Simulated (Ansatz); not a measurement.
**PBE-QIDH/def2-SVP run of GaHCl2O (SMILES [OH][Ga]([Cl])[Cl])**

Aim: the energy change on altering one bond length of GaHCl2O at PBE-QIDH/def2-SVP, from 2 runs. 

The calculation is run with Ansatz 0.2.0.

79 further runs of the same task are left out: 79 set aside as unsound or not needed. Runs told in other sessions of the task aren't counted.

## Step 1: Starting point

GaHCl2O: 5 atoms, total charge 0, spin state singlet. SMILES: `[OH][Ga]([Cl])[Cl]`. Geometry: relaxed at PBE0-D4/def2-TZVP.

Bond lengths: O1–Ga2 1.765 Å, Ga2–Cl3 2.109 Å, Ga2–Cl4 2.123 Å, O1–H5 0.961 Å. Angles: O1–Ga2–Cl3 118.8°, O1–Ga2–Cl4 120.6°, Cl3–Ga2–Cl4 120.6°, Ga2–O1–H5 112.9°.

## Step 2: The energy at PBE-QIDH/def2-SVP

Input file in.yaml:

```yaml
crystal:
  periodic: [false, false, false]
  atoms:
    - {symbol: O, position_ang: [0.254500, 1.354600, 0.245900]}
    - {symbol: Ga, position_ang: [0.118500, -0.394500, 0.056800]}
    - {symbol: Cl, position_ang: [1.500000, -1.634900, 1.057700]}
    - {symbol: Cl, position_ang: [-1.407900, -1.236300, -1.155800]}
    - {symbol: H, position_ang: [-0.415200, 1.837400, -0.246000]}
basis:
  gaussian:
    orbitals: def2-SVP
hamiltonian:
  xc: {name: PBE-QIDH}
correlation:
  frozen_orbitals: {Cl: 5, Ga: 9, H: 0, O: 1}
accuracy: high
output:
  orbitals: {seedname: orbitals}
```

Started as:

```sh
$ ansatz run in.yaml --threads 1 --pin off --max-ram 3480MiB --events-out events.jsonl --progress --plain --runs-dir runs
```

Standard output:

```text
Warning: RAYON_NUM_THREADS=1 ignored (pool sized by the plan → 1); use --threads N
Functional definition: PBE-QIDH
  name "PBE-QIDH"
  parameter a = 3^(-1/3)
  parameter c = 1/3
  exchange = (1 - a)*pbe_x + a*exact_x
  correlation = (1 - c)*pbe_c + c*(mp2_os + mp2_ss)
1675 factors; integrals over basis functions are off by at most 6.0e-9 eV
mean field evaluation 1: about -79431.3895 eV, gradient 4.2e1 eV
mean field evaluation 2: about -79431.4214 eV, gradient 4.2e1 eV
mean field evaluation 4: about -79434.7249 eV, gradient 2.6e0 eV
mean field evaluation 8: about -79434.7458 eV, gradient 8.6e-2 eV
mean field evaluation 16: about -79434.7458 eV, gradient 8.3e-6 eV
mean field -79434.74578777 eV, -2919.1730648962 hartree, gradient 5.0e-8 eV, S^2 0.000000; 0 other end points of the search recorded, 0 dependent functions left out
20 core orbitals not correlated: weight in the atoms' cores, before any rotation towards them, 1.000 or more for the frozen orbitals, at most 0.000 for the correlated occupied ones
reference -79434.74578878 eV, -2919.1730649332 hartree; 17, 17 occupied and 50, 50 virtual orbitals, 1675 factors
second order -20.25106249 eV of doubles, -0.00000000 eV of singles
Total energy: -79441.49614294 eV, -2919.4211358731 hartree
```

Wall time 9.9 s (1 thread of Arm Neoverse V2, shared host); peak memory 0.3 GiB.

## Step 3: The distorted shape, same level

Input file run.yaml:

```yaml
crystal:
  periodic: [false, false, false]
  atoms:
    - {symbol: O, position_ang: [0.589329, 1.113215, 0.491835]}
    - {symbol: Ga, position_ang: [0.453329, -0.635885, 0.302735]}
    - {symbol: Cl, position_ang: [1.834829, -1.876285, 1.303635]}
    - {symbol: Cl, position_ang: [-1.073071, -1.477685, -0.909865]}
    - {symbol: H, position_ang: [-0.415200, 1.837400, -0.246000]}
basis:
  gaussian:
    orbitals: def2-SVP
hamiltonian:
  xc: {name: PBE-QIDH}
correlation:
  frozen_orbitals: {Cl: 5, Ga: 9, H: 0, O: 1}
accuracy: high
output:
  orbitals: {seedname: orbitals}
```

Started as:

```sh
$ ansatz run run.yaml --threads 1 --pin off --max-ram 3480MiB --events-out events.jsonl --progress --plain --runs-dir runs
```

Standard output, shortened:

```text
Warning: RAYON_NUM_THREADS=1 ignored (pool sized by the plan → 1); use --threads N
Functional definition: PBE-QIDH
  name "PBE-QIDH"
[...]
1680 factors; integrals over basis functions are off by at most 1.1e-8 eV
[...]
mean field -79431.95152553 eV, -2919.0703776527 hartree, gradient 4.7e-8 eV, S^2 0.000000; 0 other end points of the search recorded, 0 dependent functions left out
20 core orbitals not correlated: weight in the atoms' cores, before any rotation towards them, 1.000 or more for the frozen orbitals, at most 0.000 for the correlated occupied ones
reference -79431.95152655 eV, -2919.0703776902 hartree; 17, 17 occupied and 50, 50 virtual orbitals, 1680 factors
second order -21.01649706 eV of doubles, -0.00000000 eV of singles
Total energy: -79438.95702557 eV, -2919.3278250308 hartree
```

Run time: 11 s. Hardware: 1 thread of Arm Neoverse V2, shared host; peak memory 0.3 GiB.

## Step 4: What came out

Level: PBE-QIDH/def2-SVP, 20 core orbitals frozen.

```
                                                         quantity           value
                                        first shape: total energy  -2919.42114 Eh
                   first shape: HOMO energy (SCF part's orbitals)       -11.55 eV
                   first shape: LUMO energy (SCF part's orbitals)         0.53 eV
                 first shape: HOMO–LUMO gap (SCF part's orbitals)        12.08 eV
                                    distorted shape: total energy  -2919.32783 Eh
               distorted shape: HOMO energy (SCF part's orbitals)       -11.47 eV
               distorted shape: LUMO energy (SCF part's orbitals)        -0.36 eV
             distorted shape: HOMO–LUMO gap (SCF part's orbitals)        11.11 eV
energy change with the O1–H5 bond stretched from 0.961 to 1.442 Å        2.539 eV
```

**Reading.** With the O1–H5 bond stretched from 0.961 to 1.442 Å the energy rises by 2.54 eV (59 kcal/mol). The first shape isn't relaxed at this level, so the change isn't measured from a minimum.
